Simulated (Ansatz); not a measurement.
# C3H9ClO3Si: the cost of one run

Method: RKS PBE0/STO-3G, in Ansatz 0.2.0.

### Step 1. The structure to begin with

Bond lengths (14 of 16 bonds, heavy atoms first): Si1–Cl2 2.130 Å, Si1–O3 1.680 Å, O3–C4 1.420 Å, Si1–O8 1.679 Å, O8–C9 1.420 Å, Si1–O13 1.679 Å, O13–C14 1.420 Å, C4–H5 1.110 Å, C4–H6 1.110 Å, C4–H7 1.110 Å, C9–H10 1.110 Å, C9–H11 1.110 Å, C9–H12 1.110 Å, C14–H15 1.110 Å. Angles (14 of 27 angles, heavy atoms first): Cl2–Si1–O3 109.4°, Cl2–Si1–O8 109.5°, Cl2–Si1–O13 109.5°, O3–Si1–O8 109.5°, O3–Si1–O13 109.5°, O8–Si1–O13 109.5°, Si1–O3–C4 125.0°, Si1–O8–C9 125.0°, Si1–O13–C14 125.0°, O3–C4–H5 109.5°, O3–C4–H6 109.5°, O3–C4–H7 109.5°, O8–C9–H10 109.5°, O8–C9–H11 109.5°.

Its coordinates follow in the input file.

### Step 2. Preparing the start

Input file input.yaml:

```yaml
crystal:
  periodic: [false, false, false]
  atoms:
    - { symbol: Si, position_ang: [0.0, 0.0, 0.0] }
    - { symbol: Cl, position_ang: [0.0, 0.0, 2.13] }
    - { symbol: O, position_ang: [1.5842, 0.0, -0.5594] }
    - { symbol: C, position_ang: [2.3503, -1.1632, -0.836] }
    - { symbol: H, position_ang: [1.7187, -1.9052, -1.3675] }
    - { symbol: H, position_ang: [3.2179, -0.8926, -1.4733] }
    - { symbol: H, position_ang: [2.7141, -1.6023, 0.1163] }
    - { symbol: O, position_ang: [-0.7913, 1.3709, -0.5594] }
    - { symbol: C, position_ang: [-2.1512, 1.4177, -0.9653] }
    - { symbol: H, position_ang: [-2.7687, 0.8215, -0.2614] }
    - { symbol: H, position_ang: [-2.5023, 2.4707, -0.9639] }
    - { symbol: H, position_ang: [-2.2473, 0.9975, -1.9882] }
    - { symbol: O, position_ang: [-0.7913, -1.3709, -0.5594] }
    - { symbol: C, position_ang: [-1.5365, -2.2685, 0.2501] }
    - { symbol: H, position_ang: [-1.2251, -2.1576, 1.3097] }
    - { symbol: H, position_ang: [-2.6187, -2.04, 0.1571] }
    - { symbol: H, position_ang: [-1.349, -3.3106, -0.083] }
basis:
  gaussian: { orbitals: STO-3G }
hamiltonian:
  xc: pbe0
relax:
  f_tol: 0.02
  max_steps: 40
```

The run is started by

```sh
ansatz run input.yaml --threads 1 --pin off --max-ram 2048MiB --backend cpu --events-out ev --progress --plain --runs-dir out
```

**Question.** How long does this run take on 1 thread of Arm Neoverse V1, shared host, and how much memory does it need?

About 1.8 min, with a peak of 0.17 GiB.
